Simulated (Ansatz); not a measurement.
# C₂H₇NSSi: small, medium and large basis sets

The task here is to estimate one member of a computed series from the others.

The runs use Ansatz 0.2.0, Gaussian basis; one geometry, several basis sets.

Plan: PBE0-D4/def2-SVP; ωB97M-V/def2-SVP; PBE0-D4/def2-QZVPP; ωB97M-V/def2-QZVPP; the functionals' def2-TZVPP values are taken from earlier runs.

**The relaxed structure**

The geometry comes from an earlier relaxation with PBE0-D4 in a triple-zeta def2 set; it is a stationary point, not always the lowest conformer.

12 atoms, charge 0, spin multiplicity 1.

Atoms are counted from 1 here; the program's logs count them from 0.

Bond lengths: Si1–C2 1.890 Å, Si1–H6 1.484 Å, Si1–H7 1.487 Å, Si1–H8 1.489 Å, C2–N3 1.479 Å, C2–S5 1.851 Å, C2–H9 1.092 Å, N3–C4 1.466 Å, N3–H10 1.013 Å, C4–S5 1.838 Å, C4–H11 1.092 Å, C4–H12 1.090 Å. Angles: C2–Si1–H6 108.5°, C2–Si1–H7 109.1°, C2–Si1–H8 110.4°, H6–Si1–H7 109.9°, H6–Si1–H8 109.7°, H7–Si1–H8 109.2°, Si1–C2–N3 111.9°, Si1–C2–S5 111.3°, Si1–C2–H9 112.4°, N3–C2–S5 93.4°, N3–C2–H9 113.7°, S5–C2–H9 112.8°, C2–N3–C4 96.4°, C2–N3–H10 109.0°, C4–N3–H10 109.0°, N3–C4–S5 94.3°, N3–C4–H11 111.9°, N3–C4–H12 114.7° and more.

Set-up of the first run:

in.yaml reads:

```yaml
crystal:
  periodic: [false, false, false]
  atoms:
    - {symbol: Si, position_ang: [-1.439157, -0.366631, 0.984593]}
    - {symbol: C, position_ang: [0.377589, 0.061314, 0.689310]}
    - {symbol: N, position_ang: [0.545432, 1.006856, -0.435305]}
    - {symbol: C, position_ang: [0.937262, 0.006483, -1.432213]}
    - {symbol: S, position_ang: [1.256762, -1.309646, -0.189916]}
    - {symbol: H, position_ang: [-2.055630, -0.723399, -0.317406]}
    - {symbol: H, position_ang: [-1.522814, -1.522221, 1.916590]}
    - {symbol: H, position_ang: [-2.156608, 0.794531, 1.579201]}
    - {symbol: H, position_ang: [0.886214, 0.372127, 1.604545]}
    - {symbol: H, position_ang: [1.336931, 1.609223, -0.243766]}
    - {symbol: H, position_ang: [0.106304, -0.261639, -2.087849]}
    - {symbol: H, position_ang: [1.804718, 0.277804, -2.033787]}
basis:
  gaussian: {orbitals: def2-SVP}
hamiltonian: {xc: pbe0, dispersion: d4}
output: {orbitals: {seedname: orbitals}}
```

Among the steps run: PBE0-D4 in def2-SVP; ωB97M-V in def2-SVP; PBE0-D4 in def2-QZVPP; ωB97M-V in def2-QZVPP.

One table of the session follows, with a row left open; its other results are not shown here.

It belongs to the step «Density functionals: the series». 

| functional | basis | HOMO (eV) | LUMO (eV) |
| --- | --- | --- | --- |
| PBE0-D4 | def2-SVP | -6.27 | 0.01 |
| PBE0-D4 | def2-TZVPP | ? | ? |
| PBE0-D4 | def2-QZVPP | -6.40 | -0.56 |
| ωB97M-V | def2-SVP | -8.45 | 2.20 |
| ωB97M-V | def2-TZVPP | -8.57 | 1.56 |
| ωB97M-V | def2-QZVPP | -8.60 | 1.23 |

Estimate the missing values for PBE0-D4, def2-TZVPP.

As computed: HOMO (eV): -6.37; LUMO (eV): -0.42. In the column «HOMO (eV)» it lies between PBE0-D4, def2-QZVPP (-6.40) and PBE0-D4, def2-SVP (-6.27).
